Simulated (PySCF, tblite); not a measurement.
# C₄H₇Cl₂NSi: geometry, infrared bands and NMR shifts

What infrared bands and NMR shifts should C₄H₇Cl₂NSi (`C=C[Si@H](N=C)C(Cl)Cl`) show?

Computed with tblite 0.8.0 and PySCF 2.14.0, with density-fitted response routines of our own, on a single molecule in the gas phase. Atoms count from 0, in the outputs and in this text.

### 1 The starting structure

15 atoms, charge 0, multiplicity 1; geometry from: force field or distance geometry start.

Bonds of the start (Å): C0–C1 1.35, C1–Si2 1.84, Si2–N3 1.75, N3–C4 1.28, Si2–C5 1.85, C5–Cl6 1.78, C5–Cl7 1.77, C0–H8 1.09, C0–H9 1.07, C1–H10 1.08, Si2–H11 1.49, C4–H12 1.11, C4–H13 1.11, C5–H14 1.09.

### 2 Geometry optimisation with GFN2-xTB

Job settings and geometry (Å):

```
{"job": {"kind": "relax", "xc": "GFN2-xTB", "basis": "xTB"}, "charge": 0, "multiplicity": 1}
C      2.403500     0.865200     0.368700
C      1.569900     0.206800    -0.464700
Si    -0.212400    -0.142800    -0.177600
N     -0.723100     0.775000     1.228200
C     -1.795400     1.468800     1.120900
C     -0.617700    -1.932600     0.077600
Cl    -0.034300    -2.887400    -1.313000
Cl    -2.369700    -2.149500     0.251900
H      2.056700     1.281300     1.315700
H      3.435200     1.018300     0.117600
H      1.952100    -0.193500    -1.393300
H     -0.965100     0.419400    -1.340400
H     -2.154300     2.059900     1.986500
H     -2.407700     1.542700     0.196100
H     -0.142100    -2.323700     0.982400
```

The run is started by

```bash
$ OMP_NUM_THREADS=1 python probes_run.py task.json out
```

One launch serves the whole session: the jobs run in the order shown.

**Question.** This job is followed by: GFN2-xTB harmonic vibrations, gas phase; GIAO PBE0/pcSseg-1 NMR shielding, non-relativistic, gas phase. Predict these results of the whole session: strongest single infrared mode (GFN2-xTB); zero-point energy (GFN2-xTB); 13C shifts against TMS (PBE0/pcSseg-1); 1H shifts against TMS (PBE0/pcSseg-1); 29Si shifts against TMS (PBE0/pcSseg-1); 15N shifts against NH3 (PBE0/pcSseg-1); 35Cl shifts against HCl (PBE0/pcSseg-1).

**Answer**, as computed:

| quantity | value |
| --- | --- |
| strongest single infrared mode (GFN2-xTB) | 2238 cm⁻¹, 204 km/mol |
| zero-point energy (GFN2-xTB) | 61.3 kcal/mol |
| 13C shifts against TMS (PBE0/pcSseg-1) | 179.0, 144.9, 138.6, 72.4 ppm |
| 1H shifts against TMS (PBE0/pcSseg-1) | 8.92, 8.87, 6.61, 6.53, 5.94, 5.64, 5.05 ppm |
| 29Si shifts against TMS (PBE0/pcSseg-1) | -29.2 ppm |
| 15N shifts against NH3 (PBE0/pcSseg-1) | 413.9 ppm |
| 35Cl shifts against HCl (PBE0/pcSseg-1) | 201, 183 ppm |

In words: Over 136 steps the energy fell by 0.403 eV; of the close pairs, Si2–C5 changed most, 1.853 to 1.929 Å. No mode is imaginary among the 39: a minimum at this level. The strongest single mode, at 2238 cm⁻¹, moves mainly H11. GFN2-xTB is a fitted tight-binding method: band positions and strengths are rough. Its intensities can rank the bands wrongly. C5 stands next to heavy halogen, whose spin-orbit shielding this run leaves out, so the computed shift lies too far downfield, most of all for carbon beside Br or I. At PBE0/pcSseg-1: Shielding is most anisotropic at N3 (span 821 ppm, paramagnetic term -477 ppm).
